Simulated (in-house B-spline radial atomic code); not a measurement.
# Excited states and polarisability of Co¹⁵⁺ by several methods

Aim: excitation energies, oscillator strengths, polarisability and C6 of Co¹⁵⁺ by linear response on several mean fields, with the cost of each.

The numbers are computed with in-house B-spline radial atomic code version 1 (linear response of a closed shell, each method with its own adiabatic kernel; spin-free one-electron X2C, finite nucleus; B-spline basis; no spin-orbit coupling, no double excitations; only terms of natural parity, (−1)^L, with L up to 3 are computed), except any that are marked as measured or tabulated.

## (1) The system

| Property | Result |
| --- | --- |
| element | cobalt (Z = 27) |
| charge | +15 |
| configuration | [Ne] 3s2 |
| runs | TDHF; PBE; PBE0; BSE on G0W0@HF; ωB97X; BLYP |

The outer shells:

Co¹⁵⁺
```
[Ne] core
3s [↑↓]
```

## (2) TDHF

Settings, as recorded:

```ini
Z = 27
electrons = 12.0
configuration = [Ne] 3s2
hamiltonian = x2c
method = hf
box_radius = 7.1
rms_radius = 3.7875
intervals = 68
```

The run is started by

```sh
$ python run_td.py task.json out
```

task.json lists these runs, among others, and the program works through them in turn.

## (3) PBE

Settings: those of step 2 with these lines changed.

```diff
@@ -4,3 +4,3 @@
 hamiltonian = x2c
-method = hf
+method = pbe,pbe
 box_radius = 7.1
```

## (4) PBE0

Settings: those of step 3 with these lines changed.

```diff
@@ -4,3 +4,3 @@
 hamiltonian = x2c
-method = pbe,pbe
+method = pbe0
 box_radius = 7.1
```

## (5) BSE on G0W0@HF

Settings: those of step 4 with these lines changed.

```diff
@@ -4,3 +4,3 @@
 hamiltonian = x2c
-method = pbe0
+method = bse
 box_radius = 7.1
```

## (6) ωB97X

Settings: those of step 5 with these lines changed.

```diff
@@ -4,3 +4,3 @@
 hamiltonian = x2c
-method = bse
+method = wb97x
 box_radius = 7.1
```

## (7) BLYP

Settings: those of step 6 with these lines changed.

```diff
@@ -4,3 +4,3 @@
 hamiltonian = x2c
-method = wb97x
+method = b88,lyp
 box_radius = 7.1
```

Before running it: what results should come out? Wanted: for each run, threshold; 3s→3p ¹P; 3s→3p ³P, Tamm-Dancoff; α; C6.

**Answer**, as computed:

| run | threshold (eV) | 3s→3p ¹P (eV) | 3s→3p ³P, Tamm-Dancoff (eV) | α (bohr³) | C6 (hartree bohr⁶) | time |
| --- | --- | --- | --- | --- | --- | --- |
| TDHF | 508.61 | 46.028 | 30.623 | 0.2794 | 0.1070 | 0.5 s |
| PBE | 496.20 | 46.659 | 32.373 | 0.2646 | 0.09794 | 0.4 s |
| PBE0 | 499.62 | 46.432 | 32.038 | 0.2691 | 0.1006 | 0.6 s |
| BSE on G0W0@HF | 511.85 | 47.175 | 32.301 | 0.2592 | 0.09488 | 1 s |
| ωB97X | 502.41 | 46.675 | 32.553 | 0.2658 | 0.09872 | 0.8 s |
| BLYP | 496.39 | 46.801 | 31.621 | 0.2621 | 0.09646 | 0.5 s |

In words: α runs from 0.259 (BSE on G0W0@HF) to 0.279 bohr³ (TDHF). The semilocal functionals put the threshold at 496.20 to 496.39 eV, under Hartree-Fock's 508.61 eV, through self-interaction. In this BSE only levels near the gap carry their own quasi-particle shift; deeper ones move rigidly and higher empty ones not at all. Spin-orbit coupling, absent here, splits and mixes these terms strongly in an ion this highly charged, so they need not match single real levels.
